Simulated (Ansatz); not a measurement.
# Zn3Se: the cost of one run

Program: Ansatz 0.2.0. Level of theory: DFT PBE, scalar-relativistic, plane waves, PAW. These are calculated values, not measurements.

**1. Starting point**

It takes space group Pm-3n (No. 223, cubic). Conventional cell: a = 5.265 Å, b = 5.265 Å, c = 5.265 Å, α = 90.00°, β = 90.00°, γ = 90.00°. Zn (site symmetry -4m2) is surrounded by 2 Zn at 2.63 Å and 4 Se at 2.94 Å. Around Se (site symmetry m-3) lie 12 Zn at 2.94 Å.

Structure file:

```
CELL_PARAMETERS angstrom
5.26454 0.00000 0.00000
0.00000 5.26454 0.00000
0.00000 0.00000 5.26454
ATOMIC_POSITIONS crystal
Zn 0.25000 0.00000 0.50000
Zn 0.50000 0.75000 0.00000
Zn 0.75000 0.00000 0.50000
Zn 0.50000 0.25000 0.00000
Zn 0.00000 0.50000 0.75000
Zn 0.00000 0.50000 0.25000
Se 0.00000 0.00000 0.00000
Se 0.50000 0.50000 0.50000
```

Recipe of the guess: species swapped into a database cell of Ta3Au (Pm-3n, No. 223), with Zn on the Ta sites and Se on the Au sites. The dimensions are guesses.

**2. The guess as it stands, on a coarse mesh**

input.yaml

```yaml
crystal:
  lattice:
    - [5.26454143, 0.0, 0.0]
    - [0.0, 5.26454143, 0.0]
    - [0.0, 0.0, 5.26454143]
  atoms:
    - { symbol: Zn, position: [0.25, 0.0, 0.5] }
    - { symbol: Zn, position: [0.5, 0.75, 0.0] }
    - { symbol: Zn, position: [0.75, 0.0, 0.5] }
    - { symbol: Zn, position: [0.5, 0.25, 0.0] }
    - { symbol: Zn, position: [0.0, 0.5, 0.75] }
    - { symbol: Zn, position: [0.0, 0.5, 0.25] }
    - { symbol: Se, position: [0.0, 0.0, 0.0] }
    - { symbol: Se, position: [0.5, 0.5, 0.5] }
basis:
  ecutwfc: 420
kpoints:
  mp_grid: { grid: [4, 4, 4] }
hamiltonian:
  xc: pbe
scf:
  occupations: { method: gaussian, width: 0.1 }
  lower_state_search: "off"
output:
  forces: true
  stress: true
  eigenvalues: true
```

The run is started by

```bash
> ansatz run input.yaml --threads 1 --pin off --max-ram 2560MiB --backend cpu --events-out ev --progress --plain --runs-dir out
```

What time and memory should one allow on 1 thread of Arm Neoverse V2, shared host?

About 6.4 s, with a peak of 0.41 GiB.
